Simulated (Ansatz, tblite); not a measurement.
## A script for Rb₂BrCl (GFN1-xTB)

These are simulated results from tblite 0.8.0, not measurements. The cell was built from a prototype and was relaxed with r2SCAN in plane waves (Ansatz 0.2.0). It may be hypothetical. All runs are without spin polarisation.

It is trigonal, R-3m (No. 166); a = 4.781 Å, c = 23.462 Å in the conventional setting, 38.70 Å³ an atom. Cl has 6 Rb at 3.33 Å; Br has 6 Rb at 3.44 Å; Rb has 3 Cl at 3.33 Å and 3 Br at 3.44 Å.

tblite solves periodic systems at the zone centre alone, so the script builds a cluster of 2×2×1 conventional cells (48 atoms), which folds in a coarse mesh of k points.

The script, run.py:

```python
import json
from ase import Atoms
from ase.build import make_supercell
from ase.units import Bohr, GPa, Hartree
from tblite.interface import Calculator

atoms = Atoms(['Cl', 'Br', 'Rb', 'Rb'],
              cell=[[2.390442, 1.380122, 7.820542], [-2.390442, 1.380122, 7.820542], [0.0, -2.760245, 7.820542]],
              scaled_positions=[[1.0, -0.0, -0.0], [0.5, 0.5, 0.5], [0.253987, 0.253987, 0.253987], [0.746013, 0.746013, 0.746013]],
              pbc=True)
cluster = make_supercell(atoms, [[2, -2, 0], [0, 2, -2], [1, 1, 1]])
calc = Calculator('GFN1-xTB', cluster.numbers, cluster.positions / Bohr, lattice=cluster.cell[:] / Bohr, periodic=cluster.pbc)
calc.set('temperature', 0.02 / Hartree)
calc.set('max-iter', 150)
res = calc.singlepoint()
levels = res.get('orbital-energies') * Hartree
nv = round(res.get('orbital-occupations').sum() / 2)
cells = len(cluster) // len(atoms)
out = {'energy_per_cell': res.get('energy') * Hartree / cells, 'homo': levels[nv - 1], 'lumo': levels[nv],
       'stress': (-res.get('virial') * Hartree / cluster.get_volume() / GPa).tolist(), 'charges': res.get('charges')[:len(atoms)].tolist(), 'electrons': 2 * nv / cells}
json.dump(out, open('results.json', 'w'))
for key, value in out.items():
    print(key, value)
```

Command: `python run.py`. It took 2.7 s on 1 thread of Arm Neoverse V1, with other jobs on the host, peak memory 0.11 GiB.

The log:

```
------------------------------------------------------------
  cycle        total energy    energy error   density error
------------------------------------------------------------
      1     -109.0981891397  -1.0893066E+02   5.9061258E-01
      2     -108.3699767952   7.2821234E-01   3.5462755E-01
      3     -49.06922084655   5.9300756E+01   3.5232337E-01
      4     -108.3730513123  -5.9303830E+01   4.3982256E-02
      5     -3.113702118265   1.0525935E+02   5.1875887E-01
      6     -2.667743167317   4.4595895E-01   5.1997228E-01
      7     -3.082858134332  -4.1511497E-01   5.2760505E-01
      8     -20.92085315357  -1.7837995E+01   4.9327217E-01
      9     -29.28619285409  -8.3653397E+00   4.7045826E-01
     10     -29.52638440339  -2.4019155E-01   4.6996101E-01
     11     -40.09304197906  -1.0566658E+01   4.4475000E-01
     12     -49.66040227239  -9.5673603E+00   4.2042010E-01
     13     -53.78659961573  -4.1261973E+00   4.0953568E-01
     14     -51.36724663941   2.4193530E+00   4.1536919E-01
     15     -77.09561911734  -2.5728372E+01   3.2405591E-01
     16     -86.59527173267  -9.4996526E+00   2.6345161E-01
     17     -100.4257669330  -1.3830495E+01   1.3037772E-01
     18     -98.37854652339   2.0472204E+00   1.5587663E-01
     19     -106.0158058718  -7.6372593E+00   7.7524073E-02
     20     -101.4556080605   4.5601978E+00   1.2937671E-01
     21     -109.1902480244  -7.7346400E+00   2.1150154E-02
     22     -107.6457218646   1.5445262E+00   6.1978340E-02
     23     -109.0674295644  -1.4217077E+00   2.7028106E-02
     24     -108.8677251949   1.9970437E-01   3.3197866E-02
     25     -109.0067801664  -1.3905497E-01   2.7046094E-02
     26     -109.0537678300  -4.6987664E-02   2.3339597E-02
     27     -109.1376039362  -8.3836106E-02   1.6848533E-02
     28     -109.1892285350  -5.1624599E-02   1.2288349E-02
     29     -109.2149329556  -2.5704421E-02   9.5143302E-03
     30     -109.2325034925  -1.7570537E-02   7.1334927E-03
     31     -109.2443126102  -1.1809118E-02   4.9543374E-03
     32     -109.2503057568  -5.9931466E-03   3.3153052E-03
     33     -109.2528510839  -2.5453272E-03   2.2533678E-03
     34     -109.2538830171  -1.0319332E-03   1.6219693E-03
     35     -109.2542972742  -4.1425713E-04   1.2753088E-03
     36     -109.2545177867  -2.2051246E-04   1.0289821E-03
     37     -109.2546628613  -1.4507463E-04   8.0204419E-04
     38     -109.2547087578  -4.5896474E-05   6.9212637E-04
     39     -109.2547128148  -4.0570154E-06   6.5536943E-04
     40     -109.2547152479  -2.4330791E-06   5.8604340E-04
     41     -109.2547320275  -1.6779613E-05   4.6439916E-04
     42     -109.2547346703  -2.6427587E-06   3.3310476E-04
     43     -109.2547444520  -9.7816825E-06   2.4888239E-04
     44     -109.2547478407  -3.3887173E-06   2.4195733E-04
     45     -109.2547392038   8.6368283E-06   2.7478484E-04
     46     -109.2547477802  -8.5763086E-06   1.8549244E-04
     47     -109.2547502288  -2.4486553E-06   7.5205378E-05
     48     -109.2547504844  -2.5554827E-07   6.8209272E-05
     49     -109.2547502883   1.9609317E-07   7.0334758E-05
     50     -109.2547503700  -8.1710525E-08   6.6875351E-05
     51     -109.2547503526   1.7378056E-08   6.5206507E-05
     52     -109.2547504643  -1.1171059E-07   5.0870398E-05
     53     -109.2547506894  -2.2506276E-07   2.7920568E-05
     54     -109.2547506963  -6.8907440E-09   2.3037291E-05
     55     -109.2547506977  -1.4773605E-09   2.0279087E-05
     56     -109.2547507268  -2.9032236E-08   1.3775587E-05
------------------------------------------------------------

 total:                                   2.122 sec
energy_per_cell -247.7477664185151
homo 29.089244950496404
lumo 30.28221120871089
stress [[-3.0835384929857668, -0.008920533722824206, 0.001039832642285133], [-0.008920533722824218, -3.093829337192561, 0.0010276387969530443], [0.0010398326422851284, 0.0010276387969530732, -3.779183839458072]]
charges [-0.7621767512084482, -0.4532377297285485, 0.6068406556562342, 0.6057759561448356]
electrons 16.0
```

The cycle table is in hartree for the whole cluster, and the lines after it are in eV (the energy for one cell). The printed stress is in GPa and positive in compression, and the pressure is its mean diagonal.

GFN1-xTB gives a gap of 1.19 eV. On the same cell, plane-wave PBE (Ansatz, 6×6×6 k points and the special points) gives a gap of 4.44 eV and r2SCAN a gap of 5.03 eV; on shared hosts these took about 7.5 and 17 core-seconds on the 4-atom cell, against 2.7 for the script. Semilocal gaps usually lie below measured ones. xTB was fitted to molecules, so gaps, charges and pressures of solids can be far off, and the gap also depends on the size of the cluster.

The same script was run on cells scaled at fixed shape and fractional coordinates:

```json
{"volume (Å³/atom)": "34.06", "energy (meV/atom)": "-91.6", "pressure (GPa, positive in compression)": "-2.88", "gap (eV)": "1.53"}
{"volume (Å³/atom)": "36.38", "energy (meV/atom)": "-47.3", "pressure (GPa, positive in compression)": "-3.19", "gap (eV)": "1.35"}
{"volume (Å³/atom)": "38.70", "energy (meV/atom)": "0.0", "pressure (GPa, positive in compression)": "-3.32", "gap (eV)": "1.19"}
{"volume (Å³/atom)": "41.02", "energy (meV/atom)": "48.4", "pressure (GPa, positive in compression)": "-3.36", "gap (eV)": "1.06"}
{"volume (Å³/atom)": "43.35", "energy (meV/atom)": "97.2", "pressure (GPa, positive in compression)": "-3.36", "gap (eV)": "0.94"}
```

The minimum lies beyond the smallest of these volumes.

xTB was fitted mostly to molecules, and a small cluster samples few k points, so gaps, pressures and kinks along a curve can be far from a solid's.

Spin-orbit coupling is left out.
